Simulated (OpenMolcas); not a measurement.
**Ti²⁺ among point charges: CASSCF levels and susceptibility**

How does a field of 3 point charges split the states of Ti²⁺, and what χT follows?

Method: state-averaged CASSCF, spin-orbit coupling by RASSI with atomic mean-field integrals. Code: OpenMolcas 26.06.

1 further run of the same task is left out (it didn't finish).

### Step 1. The atom as given

| Quantity | Value |
| --- | --- |
| Species | Ti²⁺ (titanium, Z = 22, 20 electrons) |
| Basis | ANO-RCC-VTZP [6s5p3d2f1g], 59 functions |
| Scalar Hamiltonian | DKH2, point nucleus |
| Inactive shells | 1s 2s 2p 3s 3p |
| Active space | 2 electrons in 5 orbitals (3d) |
| Some configurations of this space | 3d2 |
| Orbitals | optimised for each spin and parity, averaged over all roots |

Outer shells as boxes (Hund's rule):

3d2
```
3d [↑ ][↑ ][  ][  ][  ]
```

The ion sits among 3 point charges of -2 e arranged as a planar triangle (D3h), 1.73 Å from the ion. The active orbitals were held to one l.

The work runs as a chain of OpenMolcas steps in one folder; each step below is one input file. Labels, J, g values, rates, χT and fits are worked out afterwards by a script from the matrices that RASSI stores.

### Step 2. Basis and integrals

Input file a.inp:

```
&GATEWAY
Coord
1

Ti 0.0 0.0 0.0
Basis=ANO-RCC-VTZP
Group=NoSym
NoMove
AngMom=0.0 0.0 0.0
AMFI
XField
3 Angstrom 0
1.730000 0.000000 0.000000 -2.000000
-0.865000 1.498224 0.000000 -2.000000
-0.865000 -1.498224 0.000000 -2.000000
&SEWARD
```

On the command line:

```sh
$ OMP_NUM_THREADS=1 MOLCAS_MEM=1689 MOLCAS_PROJECT=a pymolcas a.inp > a.log
```

### Step 3. Reference wave functions, triplets, 10 roots

Input file a.inp:

```
&RASSCF
FileOrb=start.orb
Symmetry=1
Spin=3
nActEl=2 0 0
Inactive=9
Ras2=5
CIRoot=10 10 1
SDav=10
CIMx=300
Iter=120 100
PrWF=0.3
OrbListing=Nothing
MaxOrb=0
SupSym
1
15 10 11 12 13 14 27 28 29 30 31 32 33 34 35 36
>>> COPY $Project.JobIph JOB001
```

start.orb holds the contracted functions of the basis, ordered by shell, or the orbitals of the step before.

### Step 4. Reference wave functions, singlets, 15 roots

Input file a.inp:

```
&RASSCF
FileOrb=start.orb
Symmetry=1
Spin=1
nActEl=2 0 0
Inactive=9
Ras2=5
CIRoot=15 15 1
SDav=15
CIMx=300
Iter=120 100
PrWF=0.3
OrbListing=Nothing
MaxOrb=0
SupSym
1
15 10 11 12 13 14 27 28 29 30 31 32 33 34 35 36
LevShft=1.5
>>> COPY $Project.JobIph JOB002
```

### Step 5. State interaction with spin-orbit coupling

Input file a.inp:

```
&RASSI
NrOfJobIphs=2 10 15
1 2 3 4 5 6 7 8 9 10
1 2 3 4 5 6 7 8 9 10 11 12 13 14 15
IphNames
JOB001
JOB002
EJob
SpinOrbit
DIPRint=1.0
SOCoupling=1000.0
Subsets=2
Property=9
'ANGMOM' 1 'ANGMOM' 2 'ANGMOM' 3 'MLTPL  1' 1 'MLTPL  1' 2 'MLTPL  1' 3
'AMFI' 1 'AMFI' 2 'AMFI' 3
SOProperty=3
'ANGMOM' 1 'ANGMOM' 2 'ANGMOM' 3
```

Q: Predict the outcome of this session. Wanted: spin-free ground state; first state of the same spin within the active space; lowest level; next level.

The runs gave:

```
                                            quantity                            value
                                              method                           CASSCF
                              spin-free ground state  3A2, 1-fold in its orbital part
first state of the same spin within the active space                  3E at 4680 cm⁻¹
                                        lowest level                        1-fold A1
                                          next level                         2.4 cm⁻¹
                                         χT at 300 K                   1.03 cm³ K/mol
                           effective moment at 300 K                          2.88 μB
```

**Reading.** The spin-free ground state (3A2) comes to 87 % from free-ion F terms and keeps the highest spin of the shell. χT at 300 K is 1.03, against 1.00 cm³ K/mol for the spin alone; near agreement at one temperature doesn't show that the orbital moment is quenched. The field of point charges can differ much from that of real complexes. Point charges carry no covalency, so the field is a model and not that of real ligands.
